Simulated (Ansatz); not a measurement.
# CH₆AsNOSi: how energies converge with the basis set

An exercise on one series of results from a longer session: the logs are not shown, and one member is left open.

The runs use Ansatz 0.2.0, Gaussian basis; one geometry, several basis sets.

Levels to be run: PBE0-D4/def2-SVP; ωB97M-V/def2-SVP; PBE0-D4/def2-QZVPP; ωB97M-V/def2-QZVPP; the functionals' def2-TZVPP values are taken from earlier runs.

## Structure used throughout

All runs share one geometry, relaxed beforehand with PBE0-D4 in a triple-zeta def2 set.

SMILES `N[SiH]([AsH2])C=O`, 11 atoms, charge 0, spin multiplicity 1.

Atoms are counted from 1 here; the program's logs count them from 0.

Bond lengths: N1–Si2 1.709 Å, N1–H6 1.008 Å, N1–H7 1.009 Å, Si2–As3 2.366 Å, Si2–C4 1.926 Å, Si2–H8 1.488 Å, As3–H9 1.521 Å, As3–H10 1.524 Å, C4–O5 1.206 Å, C4–H11 1.120 Å. Angles: Si2–N1–H6 119.1°, Si2–N1–H7 119.2°, H6–N1–H7 110.6°, N1–Si2–As3 113.4°, N1–Si2–C4 115.0°, N1–Si2–H8 109.0°, As3–Si2–C4 103.9°, As3–Si2–H8 108.8°, C4–Si2–H8 106.3°, Si2–As3–H9 91.3°, Si2–As3–H10 91.0°, H9–As3–H10 92.5°, Si2–C4–O5 122.6°, Si2–C4–H11 118.2°, O5–C4–H11 119.2°.

Geometry (Å):

```mol
CH6AsNOSi
  3D, bonds by distance, orders not assigned

 11 10  0  0  0  0  0  0  0  0999 V2000
   -1.1817    1.0830    0.3080 N   0  0
   -0.3149   -0.3895    0.2658 Si  0  0
    1.8407   -0.2403    1.2291 As  0  0
    0.0125   -1.0925   -1.4977 C   0  0
   -0.2046   -0.4591   -2.5011 O   0  0
   -0.7394    1.9220   -0.0328 H   0  0
   -2.1644    1.0816    0.0806 H   0  0
   -1.0932   -1.4303    0.9913 H   0  0
    1.3069    0.6047    2.3760 H   0  0
    2.1627    0.9874    0.3856 H   0  0
    0.4408   -2.1240   -1.5844 H   0  0
  1  2  8  0
  2  3  8  0
  2  4  8  0
  4  5  8  0
  1  6  8  0
  1  7  8  0
  2  8  8  0
  3  9  8  0
  3 10  8  0
  4 11  8  0
M  END
```

Set-up of the first run:

Input file in.yaml:

```yaml
crystal:
  periodic: [false, false, false]
  atoms:
    - {symbol: N, position_ang: [-1.181719, 1.083025, 0.308029]}
    - {symbol: Si, position_ang: [-0.314934, -0.389547, 0.265808]}
    - {symbol: As, position_ang: [1.840684, -0.240305, 1.229104]}
    - {symbol: C, position_ang: [0.012472, -1.092504, -1.497676]}
    - {symbol: O, position_ang: [-0.204592, -0.459120, -2.501104]}
    - {symbol: H, position_ang: [-0.739395, 1.922015, -0.032815]}
    - {symbol: H, position_ang: [-2.164410, 1.081637, 0.080600]}
    - {symbol: H, position_ang: [-1.093179, -1.430295, 0.991350]}
    - {symbol: H, position_ang: [1.306878, 0.604706, 2.376019]}
    - {symbol: H, position_ang: [2.162725, 0.987395, 0.385649]}
    - {symbol: H, position_ang: [0.440768, -2.124006, -1.584366]}
basis:
  gaussian: {orbitals: def2-SVP}
hamiltonian: {xc: pbe0, dispersion: d4}
output: {orbitals: {seedname: orbitals}}
```

Among the steps run: PBE0-D4 in def2-SVP; ωB97M-V in def2-SVP; PBE0-D4 in def2-QZVPP; ωB97M-V in def2-QZVPP.

One of the session's tables, all rows but one given; the rest of the session is left out.

It belongs to the step «Functionals by basis». 

| functional | basis | HOMO (eV) |
| --- | --- | --- |
| PBE0-D4 | def2-SVP | -6.46 |
| PBE0-D4 | def2-TZVPP | -6.64 |
| PBE0-D4 | def2-QZVPP | -6.69 |
| ωB97M-V | def2-SVP | ? |
| ωB97M-V | def2-TZVPP | -8.87 |
| ωB97M-V | def2-QZVPP | -8.92 |

**Question.** Estimate the row for ωB97M-V, def2-SVP.

The run gave: HOMO (eV): -8.68. In the column «HOMO (eV)» it lies between ωB97M-V, def2-TZVPP (-8.87) and PBE0-D4, def2-QZVPP (-6.69).
